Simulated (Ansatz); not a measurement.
A run of Ansatz 0.2.0:

The input input.yaml:

```yaml
crystal:
  lattice:
    - [2.6379305253, 0.0, 0.0]
    - [-1.3189652627, 2.2845148484, 0.0]
    - [0.0, 0.0, 6.319344]
  atoms:
    - { symbol: Pd, position: [0.0, 0.0, 0.0] }
    - { symbol: Co, position: [0.6666666667, 0.3333333333, 0.349778], spin: 2.0 }
    - { symbol: Co, position: [0.3333333333, 0.6666666667, 0.650222], spin: -2.0 }
hamiltonian:
  xc: pbesol
  pseudopotentials: { kind: paw }
magnetization:
  spin_polarized: true
kpoints:
  mp_grid: { grid: [12, 12, 4] }
scf:
  occupations: { method: fermi_dirac, width: 0.05 }
output:
  forces: true
  stress: true
  eigenvalues: true
```

Potentials or basis: Ansatz PAW.

Launch:

```bash
$ ansatz run input.yaml --threads 2 --pin off --max-ram 5632MiB --backend cpu --events-out ev --progress --plain --runs-dir out
```

Hardware: 2 threads of Arm Neoverse N1, on a shared host.

**Question.** Estimate the wall time of this run.

**Answer.** It took 100 s on 2 threads of Arm Neoverse N1, with other jobs on the host, peak memory 0.78 GiB. Counts: scf iterations 24, plane waves 759, k points 69, bands 34.
